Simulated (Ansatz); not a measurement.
# HfH4O4 (SMILES O[Hf](O)(O)O) at PBE-QIDH-D3(BJ)-ATM/LANL2DZ (core potential, accuracy low, damping of pbe0, start density atoms)

Aim: a structure relaxation of HfH4O4. 

Program for the calculation: Ansatz 0.2.0.

6 further runs of the same task are left out: 6 set aside as unsound or not needed.

## 1. The system as given

HfH4O4: 9 atoms, total charge 0, spin state singlet. As SMILES, `O[Hf](O)(O)O`. All atoms were displaced at random from a relaxed shape. The run starts from this shape.

Bond lengths: O1–Hf2 1.882 Å, Hf2–O3 1.978 Å, Hf2–O4 1.937 Å, Hf2–O5 1.974 Å, O1–H6 0.948 Å, O3–H7 0.922 Å, O4–H8 0.932 Å, O5–H9 0.969 Å. Angles: O1–Hf2–O3 110.2°, O1–Hf2–O4 110.5°, O1–Hf2–O5 111.9°, O3–Hf2–O4 108.5°, O3–Hf2–O5 107.0°, O4–Hf2–O5 108.7°, Hf2–O1–H6 160.3°, Hf2–O3–H7 156.0°, Hf2–O4–H8 162.0°, Hf2–O5–H9 154.4°.

## 2. A structure relaxation at PBE-QIDH-D3(BJ)-ATM/LANL2DZ (core potential, accuracy low, damping of pbe0, start density atoms)

job.yaml reads:

```yaml
crystal:
  periodic: [false, false, false]
  atoms:
    - {symbol: O, position_ang: [-0.447595, 0.052560, 1.861338]}
    - {symbol: Hf, position_ang: [-0.013303, -0.013802, 0.030865]}
    - {symbol: O, position_ang: [1.897898, 0.421824, -0.232723]}
    - {symbol: O, position_ang: [-0.344248, -1.785442, -0.679837]}
    - {symbol: O, position_ang: [-1.052131, 1.293918, -1.020883]}
    - {symbol: H, position_ang: [-0.624353, -0.233275, 2.747739]}
    - {symbol: H, position_ang: [2.620949, 0.965958, -0.408359]}
    - {symbol: H, position_ang: [-0.257122, -2.576479, -1.165611]}
    - {symbol: H, position_ang: [-1.780754, 1.915194, -1.167475]}
basis:
  gaussian:
    orbitals: LANL2DZ.json
magnetization:
  spin_polarized: false
  initial_magnetization: 0
hamiltonian:
  xc: {name: PBE-QIDH}
  dispersion: {method: d3bjatm, functional: pbe0}
correlation:
  electrons: all
accuracy: low
relax:
  max_displacement: 0.1
output:
  orbitals: {seedname: orbitals}
```

The basis set LANL2DZ is read from a file made from the Basis Set Exchange's data (not shown).

Command:

```bash
$ ansatz run job.yaml --threads 1 --pin off --max-ram 3480MiB --events-out events.jsonl --progress --plain --runs-dir runs
```

Output:

```text
Warning: RAYON_NUM_THREADS=1 ignored (pool sized by the plan → 1); use --threads N
The last accepted step is kept in runs//last_step.txt (removed where the run ends without a failure and the disk answers)
[... 52 lines left out ...]
Total energy: -9574.02524727 eV, -351.8389383299 hartree
[... 9 lines left out ...]
Dipole moment:     0.000159     0.000018     0.000365 e Å
```

Wall time 83 s (1 thread of Arm Neoverse V1, shared host); peak memory 0.33 GiB.

The path in brief:

| step | energy from the first frame kept (eV) | largest force (eV/Å) |
| --- | --- | --- |
| 1 | 0.0000 | 3.6690 |
| 2 | -0.2040 | 0.3974 |
| 3 | -0.3104 | 0.2583 |
| 4 | -0.3325 | 0.0175 |
| 5 | -0.3326 | 0.0035 |

After the run. Bond lengths: O1–Hf2 1.917 Å, Hf2–O3 1.917 Å, Hf2–O4 1.917 Å, Hf2–O5 1.917 Å, O1–H6 0.955 Å, O3–H7 0.955 Å, O4–H8 0.955 Å, O5–H9 0.955 Å. Angles: O1–Hf2–O3 109.5°, O1–Hf2–O4 109.5°, O1–Hf2–O5 109.4°, O3–Hf2–O4 109.5°, O3–Hf2–O5 109.5°, O4–Hf2–O5 109.5°, Hf2–O1–H6 179.9°, Hf2–O3–H7 179.9°, Hf2–O4–H8 180.0°, Hf2–O5–H9 179.9°.

## 3. Results

Level: PBE-QIDH-D3(BJ)-ATM/LANL2DZ (core potential, accuracy low, damping of pbe0, start density atoms).

| quantity | value |
| --- | --- |
| total energy at the end | -351.83894 Eh |
| dipole moment (SCF part) | 0.00 D |
| HOMO energy (SCF part's orbitals) | -11.11 eV |
| LUMO energy (SCF part's orbitals) | 1.82 eV |
| HOMO–LUMO gap (SCF part's orbitals) | 12.93 eV |
| dispersion energy | -11.78 kJ/mol |

What this shows: At the final geometry: Bond lengths: O1–Hf2 1.917 Å, Hf2–O3 1.917 Å, Hf2–O4 1.917 Å, Hf2–O5 1.917 Å, O1–H6 0.955 Å, O3–H7 0.955 Å, O4–H8 0.955 Å, O5–H9 0.955 Å. Angles: O1–Hf2–O3 109.5°, O1–Hf2–O4 109.5°, O1–Hf2–O5 109.4°, O3–Hf2–O4 109.5°, O3–Hf2–O5 109.5°, O4–Hf2–O5 109.5°, Hf2–O1–H6 179.9°, Hf2–O3–H7 179.9°, Hf2–O4–H8 180.0°, Hf2–O5–H9 179.9°. The optimisation took 4 steps and changed the energy by -0.333 eV. Mulliken charges run from -0.89 on O4 to +1.90 on Hf2; they depend strongly on the basis. The accuracy setting is loose, so the last digits carry no meaning.
